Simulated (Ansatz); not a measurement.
# Mo2F3: the cost of one run

Program: Ansatz 0.2.0. Level of theory: DFT PBE, scalar-relativistic, plane waves, PAW. These are calculated values, not measurements.

1 further run of the same task is left out (it didn't finish).

**1. The structure to begin with**

Symmetry: P6/mmm, No. 191, hexagonal system. Conventional cell: a = 4.499 Å, b = 4.499 Å, c = 4.837 Å, α = 90.00°, β = 90.00°, γ = 120.00°. Mo (site symmetry -6m2) has 5 F at 2.42 to 2.60 Å and 3 Mo at 2.60 Å as nearest neighbours. F (site symmetry 6/mmm) has 6 Mo at 2.60 Å as nearest neighbours. F (site symmetry -6m2) is surrounded by 2 Mo at 2.42 Å.

As a file:

```
CELL_PARAMETERS angstrom
4.49857 0.00000 0.00000
-2.24929 3.89588 0.00000
0.00000 0.00000 4.83675
ATOMIC_POSITIONS crystal
Mo 0.33333 0.66667 0.00000
Mo 0.66667 0.33333 0.00000
F 0.00000 0.00000 0.00000
F 0.33333 0.66667 0.50000
F 0.66667 0.33333 0.50000
```

A structure generator made this guess: random cell by space group and Wyckoff sites (P6/mmm, No. 191). Its size is a rough estimate.

**2. A first look at the guess**

File input.yaml:

```yaml
crystal:
  lattice:
    - [4.49857288, 0.0, 0.0]
    - [-2.24928644, 3.8958784, 0.0]
    - [0.0, 0.0, 4.83675193]
  atoms:
    - { symbol: Mo, position: [0.33333333, 0.66666667, 0.0], spin: 1.0 }
    - { symbol: Mo, position: [0.66666667, 0.33333333, 0.0], spin: 1.0 }
    - { symbol: F, position: [0.0, 0.0, 0.0] }
    - { symbol: F, position: [0.33333333, 0.66666667, 0.5] }
    - { symbol: F, position: [0.66666667, 0.33333333, 0.5] }
basis:
  ecutwfc: 420
kpoints:
  mp_grid: { grid: [6, 6, 4] }
hamiltonian:
  xc: pbe
scf:
  occupations: { method: gaussian, width: 0.1 }
  lower_state_search: "off"
output:
  forces: true
  stress: true
  eigenvalues: true
  populations: true
magnetization:
  spin_polarized: true
```

The run is started by

```
$ ansatz run input.yaml --threads 1 --pin off --max-ram 2560MiB --backend cpu --events-out ev --progress --plain --runs-dir out
```

**Question.** How long does this run take on 1 thread of Intel Xeon Platinum 8488C (Sapphire Rapids), shared host, and how much memory does it need?

About 7.8 s, with a peak of 0.45 GiB.
